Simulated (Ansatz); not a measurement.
# H₂ with C₂H₇N: structure and interaction energy

Aim: relax the pair, then compute its interaction energy with counterpoise at many levels, up to CCSD(T).

Program: Ansatz 0.2.0, Gaussian basis. Level of theory: PBE0-D4 structure, single points in def2-TZVPPD. These are calculated values, not measurements.

Levels: PBE-D4, revPBE-D4, BLYP-D4, r2SCAN-D4, B97M-V, PBE0-D4, B3LYP-D4, HSE06-D4, wB97X-V, wB97M-V, B2PLYP, Hartree-Fock, MP2, CCSD, CCSD(T). The reference is CCSD(T) extrapolated to the basis limit.

Cores are frozen in the correlated methods. B3LYP uses VWN-RPA correlation. B2PLYP carries no dispersion term here.

177 further runs of the same task are left out: 1 that didn't finish, 176 set aside as unsound or not needed. Runs told in other sessions of the task aren't counted.

## Step 1: The starting structure

The pair, from a GFN2-xTB docking trial: 12 atoms, charge 0, spin multiplicity 1.

Atoms are counted from 1 here; the program's logs count them from 0.

Bond lengths: H1–H2 0.783 Å, C3–N4 1.449 Å, C3–H6 1.089 Å, C3–H7 1.091 Å, C3–H8 1.101 Å, N4–C5 1.449 Å, N4–H9 1.017 Å, C5–H10 1.091 Å, C5–H11 1.088 Å, C5–H12 1.101 Å. Angles: N4–C3–H6 109.2°, N4–C3–H7 108.6°, N4–C3–H8 113.4°, H6–C3–H7 108.6°, H6–C3–H8 108.8°, H7–C3–H8 108.2°, C3–N4–C5 112.4°, C3–N4–H9 109.4°, C5–N4–H9 109.3°, N4–C5–H10 108.6°, N4–C5–H11 109.2°, N4–C5–H12 113.3°, H10–C5–H11 108.6°, H10–C5–H12 108.2°, H11–C5–H12 108.8°.

As a file:

```mol
C2H9N
  3D, bonds by distance, orders not assigned

 12 10  0  0  0  0  0  0  0  0999 V2000
    0.2918   -0.1058   -3.2342 H   0  0
    0.1745   -0.1392   -2.4606 H   0  0
    0.9412   -0.6703    0.6413 C   0  0
    0.0909    0.2422   -0.0955 N   0  0
   -1.1439    0.5327    0.6042 C   0  0
    1.8605   -0.8338    0.0814 H   0  0
    0.4212   -1.6236    0.7437 H   0  0
    1.1991   -0.3096    1.6494 H   0  0
    0.5936    1.1098   -0.2639 H   0  0
   -1.7117   -0.3928    0.7075 H   0  0
   -1.7304    1.2368    0.0170 H   0  0
   -0.9868    0.9536    1.6096 H   0  0
  1  2  8  0
  3  4  8  0
  3  6  8  0
  3  7  8  0
  3  8  8  0
  4  5  8  0
  4  9  8  0
  5 10  8  0
  5 11  8  0
  5 12  8  0
M  END
```

Atoms 1 to 2 are fragment A (H₂), the rest fragment B (C₂H₇N).

## Step 2: A first relaxation in a small basis

pre/in.yaml

```yaml
crystal:
  periodic: [false, false, false]
  atoms:
    - {symbol: H, position_ang: [0.291800, -0.105800, -3.234200]}
    - {symbol: H, position_ang: [0.174500, -0.139200, -2.460600]}
    - {symbol: C, position_ang: [0.941200, -0.670300, 0.641300]}
    - {symbol: N, position_ang: [0.090900, 0.242200, -0.095500]}
    - {symbol: C, position_ang: [-1.143900, 0.532700, 0.604200]}
    - {symbol: H, position_ang: [1.860500, -0.833800, 0.081400]}
    - {symbol: H, position_ang: [0.421200, -1.623600, 0.743700]}
    - {symbol: H, position_ang: [1.199100, -0.309600, 1.649400]}
    - {symbol: H, position_ang: [0.593600, 1.109800, -0.263900]}
    - {symbol: H, position_ang: [-1.711700, -0.392800, 0.707500]}
    - {symbol: H, position_ang: [-1.730400, 1.236800, 0.017000]}
    - {symbol: H, position_ang: [-0.986800, 0.953600, 1.609600]}
basis:
  gaussian: {orbitals: def2-SVP}
hamiltonian: {xc: pbe, dispersion: d4}
relax: {f_tol: 0.03, max_steps: 250}
```

Launch:

```sh
> ansatz run in.yaml --threads 4 --pin off --events-out ev --progress --plain --max-ram 9574MiB
```

The runs that follow: Relaxation at PBE0-D4; PBE-D4/def2-TZVPPD; r2SCAN-D4/def2-TZVPPD; PBE0-D4/def2-TZVPPD; B3LYP-D4/def2-TZVPPD; wB97X-V/def2-TZVPPD; wB97M-V/def2-TZVPPD; B2PLYP/def2-TZVPPD; BLYP-D4/def2-TZVPPD; revPBE-D4/def2-TZVPPD; B97M-V/def2-TZVPPD; HSE06-D4/def2-TZVPPD; CCSD(T)/def2-TZVPPD; MP2/def2-QZVPPD; Hartree-Fock/STO-3G; PBE-D4/STO-3G; B3LYP-D4/6-31G; SPW92/def2-SVP; PBE-D4/def2-SVP; PBE0-D4/def2-SVP; wB97M-V/def2-SVP; CCSD(T)/def2-SVP; Vibrations of the pair.

Q: Predict the outcome of this session. Wanted: interaction energy, CCSD(T)/CBS; of it Hartree-Fock; D4 term of PBE0-D4; shortest contact; lowest wavenumber.

As calculated:

| quantity | value |
| --- | --- |
| interaction energy, CCSD(T)/CBS | -1.15 kcal/mol |
| of it Hartree-Fock (basis limit) | +0.24 kcal/mol |
| D4 term of PBE0-D4 | -0.51 kcal/mol |
| shortest contact | H2–N4 2.50 Å |
| lowest wavenumber | 56 cm⁻¹ |

The pair is bound by 1.15 kcal/mol at fixed fragment shapes. Hartree-Fock doesn't bind it at this geometry, so correlation, mostly dispersion, holds it together. The functionals run from BLYP-D4, off by +0.01 kcal/mol, to B2PLYP, off by +0.46 kcal/mol, against CCSD(T)/CBS. Mean unsigned error by rung: GGA 0.21, meta-GGA 0.12, hybrid 0.16, screened hybrid 0.26, range-separated hybrid 0.03, double hybrid 0.46 kcal/mol. The double hybrids carry no dispersion term here, unlike the levels marked D4 or V. PBE-D4 gives an interaction energy 0.44 kcal/mol too low, an error of 38 % of the reference. CCSD(T) moves by -0.14 kcal/mol from triple zeta to the limit; gaps between functionals far smaller than that don't rank them. A lower arrangement may exist.
